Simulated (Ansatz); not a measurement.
# Ta: a trigonal deformation path

One table from this session's results is given with a row withheld; the runs are named, their logs left out.

Method: DFT LDA, scalar-relativistic, plane waves, PAW, in Ansatz 0.2.0.

**The starting structure**

The structure is cubic, space group Im-3m (No. 229). Conventional cell: a = 3.303 Å, b = 3.303 Å, c = 3.303 Å, α = 90.00°, β = 90.00°, γ = 90.00°. Ta (site symmetry m-3m) is surrounded by 8 Ta at 2.86 Å.

As a file:

```
Ta
1.0
    -1.65128    1.65128    1.65128
     1.65128   -1.65128    1.65128
     1.65128    1.65128   -1.65128
Ta
1
Cartesian
  0.0000 0.0000 0.0000
```

Source of the structure: the Crystallography Open Database.

Set-up of the first run:

The input, input.yaml:

```yaml
crystal:
  lattice:
    - [-1.65128, 1.65128, 1.65128]
    - [1.65128, -1.65128, 1.65128]
    - [1.65128, 1.65128, -1.65128]
  atoms:
    - { symbol: Ta, position: [0.0, 0.0, 0.0] }
basis:
  ecutwfc: 420
kpoints:
  mp_grid: { grid: [8, 8, 8] }
hamiltonian:
  xc: lda
scf:
  occupations: { method: gaussian, width: 0.1 }
output:
  forces: true
  stress: true
  eigenvalues: true
```

Steps of the session up to this table: Quick check of gap, pressure and forces; The reference: the undisturbed cell on the scan's mesh; Point ρ = 0.500; Point ρ = 2.000; ρ = 0.710; At ρ = 1.410; At ρ = 0.600; Point ρ = 0.850; Point ρ = 1.200; ρ = 1.700; ρ = 0.930.

One table of the session follows, with a row left open; its other results are not shown here.

It belongs to the step «The scan collected». Collected from the runs (energy zero: the undisturbed cell):

```
    ρ  ΔE (meV/atom)  pressure (GPa)
0.500         8823.3           172.2
0.600         3178.9            61.1
0.710          937.5            14.1
0.850              ?               ?
0.930           20.8            -8.5
1.000            0.0            -9.0
1.200          121.0            -6.4
1.410          453.2             1.1
1.700          964.0             9.5
2.000         1166.3            13.5
```

Q: Estimate the row for ρ = 0.850 from the others.

Worked estimate for «ΔE (meV/atom)». A straight line through the neighbours (0.710, 937.5) and (0.930, 20.8) gives 937.5 + (20.8 − 937.5) × (0.850 − 0.710) / (0.930 − 0.710) = 354.1; a parabola fitted to 4 rows on both sides gives -146.0.

**Answer.** ΔE (meV/atom): 117.7; pressure (GPa): -5.7. In «ΔE (meV/atom)» the line misses by +236.4 and the parabola by -263.7.
